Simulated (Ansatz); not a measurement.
Task: vertical spin-state energies of CH7OSi2, SMILES C[Si](O)[SiH3], with the Python package of Ansatz (0.2.0). Give the script and its output. Level of theory (for the species named): r2scan0, cc-pVDZ basis, multiplicity 2.

```yaml
atoms:
  - { symbol: C, position_ang: [0.3374, 1.5446, 0.2845] }
  - { symbol: Si, position_ang: [0.7722, -0.1708, -0.0098] }
  - { symbol: O, position_ang: [1.3134, -0.9100, 1.3518] }
  - { symbol: Si, position_ang: [-0.9126, -1.3101, -0.9688] }
  - { symbol: H, position_ang: [1.1271, 2.1595, 0.6623] }
  - { symbol: H, position_ang: [-0.5408, 1.6825, 0.9812] }
  - { symbol: H, position_ang: [0.0046, 2.0765, -0.6541] }
  - { symbol: H, position_ang: [2.0942, -0.4511, 1.8534] }
  - { symbol: H, position_ang: [-2.1525, -1.3284, -0.0049] }
  - { symbol: H, position_ang: [-1.3855, -0.6367, -2.2009] }
  - { symbol: H, position_ang: [-0.5922, -2.7130, -1.2741] }
```

`spin.py`:
```python
"""Vertical spin-state energies of CH7OSi2."""

import ansatz as az


def main() -> None:
    geometry_ang = [
        ("C", (0.3374, 1.5446, 0.2845)),
        ("Si", (0.7722, -0.1708, -0.0098)),
        ("O", (1.3134, -0.91, 1.3518)),
        ("Si", (-0.9126, -1.3101, -0.9688)),
        ("H", (1.1271, 2.1595, 0.6623)),
        ("H", (-0.5408, 1.6825, 0.9812)),
        ("H", (0.0046, 2.0765, -0.6541)),
        ("H", (2.0942, -0.4511, 1.8534)),
        ("H", (-2.1525, -1.3284, -0.0049)),
        ("H", (-1.3855, -0.6367, -2.2009)),
        ("H", (-0.5922, -2.713, -1.2741)),
    ]
    mol = az.Crystal.molecule()
    for symbol, xyz in geometry_ang:
        mol = mol.atom(symbol, xyz)

    calculation = (
        mol.calculation()
        .basis(gaussian="cc-pVDZ")
        .functional("R2SCAN0")
    )
    found = {}
    for unpaired in [1, 3]:
        rep = calculation.spin("collinear", total=unpaired).run(threads=1, backend="cpu").report
        s = unpaired / 2
        found[unpaired] = rep["free_energy_ev"]
        print(f"2S+1 = {unpaired + 1}: E = {found[unpaired]:.5f} eV, <S^2> = {abs(rep['mean_field']['state']['spin_squared']):.3f} (pure state {s * (s + 1):.2f})")
    lowest = min(found, key=found.get)
    for unpaired, e in found.items():
        print(f"multiplicity {unpaired + 1}: {96.485332 * (e - found[lowest]):.1f} kJ/mol above the lowest")


if __name__ == "__main__":
    main()
```

```console
$ python spin.py
2S+1 = 2: E = -18949.07713 eV, <S^2> = 0.755 (pure state 0.75)
2S+1 = 4: E = -18942.79062 eV, <S^2> = 3.757 (pure state 3.75)
multiplicity 2: 0.0 kJ/mol above the lowest
multiplicity 4: 606.6 kJ/mol above the lowest
```

In order: multiplicity 2 (+0.00 eV) and multiplicity 4 (+6.29 eV), all at the one geometry.

Notes:
- The settings weren't tested for convergence.
- The geometry is a force-field or estimated start, not a minimum of this method, and the basis set is short of its limit. All parts are taken at fixed geometry, without zero-point energy.
- The species is open-shell (spin multiplicity 2).
- Run time: 47 s on 1 thread of Arm Neoverse V1, with other jobs on the host, peak memory 0.38 GiB.

(Lines on the test bed's own set-up are left out of the output.)
